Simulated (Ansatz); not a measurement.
# AlBH₈OSi₂: basis-set convergence

One table from this session's results is given with a row withheld; the runs are named, their logs left out.

The runs use Ansatz 0.2.0, Gaussian basis; one geometry, several basis sets.

Plan: PBE0-D4/def2-SVP; ωB97M-V/def2-SVP; PBE0-D4/def2-QZVPP; ωB97M-V/def2-QZVPP; the functionals' def2-TZVPP values are taken from earlier runs.

## The relaxed structure

An earlier PBE0-D4 in a triple-zeta def2 set relaxation fixed the geometry.

SMILES `[AlH2][O]B[SiH2][SiH3]`, 13 atoms, charge 0, spin multiplicity 1.

Atoms are counted from 1 here; the program's logs count them from 0.

Bond lengths: Al1–O2 1.689 Å, Al1–H6 1.575 Å, Al1–H7 1.575 Å, O2–B3 1.332 Å, B3–Si4 2.034 Å, B3–H8 1.207 Å, Si4–Si5 2.344 Å, Si4–H9 1.494 Å, Si4–H10 1.491 Å, Si5–H11 1.488 Å, Si5–H12 1.490 Å, Si5–H13 1.489 Å. Angles: O2–Al1–H6 116.8°, O2–Al1–H7 116.8°, H6–Al1–H7 126.5°, Al1–O2–B3 177.5°, O2–B3–Si4 120.3°, O2–B3–H8 118.9°, Si4–B3–H8 120.7°, B3–Si4–Si5 108.2°, B3–Si4–H9 112.1°, B3–Si4–H10 112.8°, Si5–Si4–H9 107.4°, Si5–Si4–H10 107.8°, H9–Si4–H10 108.3°, Si4–Si5–H11 111.9°, Si4–Si5–H12 109.9°, Si4–Si5–H13 110.5°, H11–Si5–H12 108.2°, H11–Si5–H13 108.3° and more.

The first run:

File in.yaml:

```yaml
crystal:
  periodic: [false, false, false]
  atoms:
    - {symbol: Al, position_ang: [-2.072720, -0.179385, 2.404058]}
    - {symbol: O, position_ang: [-1.233107, -0.811888, 1.082041]}
    - {symbol: B, position_ang: [-0.525714, -1.276097, 0.052928]}
    - {symbol: Si, position_ang: [1.325800, -0.530512, -0.339751]}
    - {symbol: Si, position_ang: [1.093700, 1.256570, -1.839066]}
    - {symbol: H, position_ang: [-1.911446, -0.936936, 3.775822]}
    - {symbol: H, position_ang: [-2.943828, 1.106535, 2.141845]}
    - {symbol: H, position_ang: [-1.022087, -2.107534, -0.668429]}
    - {symbol: H, position_ang: [1.989743, 0.001628, 0.888471]}
    - {symbol: H, position_ang: [2.233464, -1.535810, -0.964028]}
    - {symbol: H, position_ang: [2.407767, 1.863664, -2.185792]}
    - {symbol: H, position_ang: [0.236535, 2.315122, -1.235802]}
    - {symbol: H, position_ang: [0.442393, 0.800044, -3.097498]}
basis:
  gaussian: {orbitals: def2-SVP}
hamiltonian: {xc: pbe0, dispersion: d4}
output: {orbitals: {seedname: orbitals}}
```

Steps of the session up to this table: PBE0-D4 in def2-SVP; ωB97M-V in def2-SVP; PBE0-D4 in def2-QZVPP; ωB97M-V in def2-QZVPP.

One of the session's tables, all rows but one given; the rest of the session is left out.

It belongs to the step «Density functionals: the series». 

| functional | basis | HOMO (eV) | LUMO (eV) |
| --- | --- | --- | --- |
| PBE0-D4 | def2-SVP | -7.20 | -1.36 |
| PBE0-D4 | def2-TZVPP | -7.19 | -1.40 |
| PBE0-D4 | def2-QZVPP | -7.19 | -1.43 |
| ωB97M-V | def2-SVP | -9.24 | 0.33 |
| ωB97M-V | def2-TZVPP | -9.28 | 0.19 |
| ωB97M-V | def2-QZVPP | ? | ? |

Estimate the missing values for ωB97M-V, def2-QZVPP.

As computed: HOMO (eV): -9.28; LUMO (eV): -0.03.
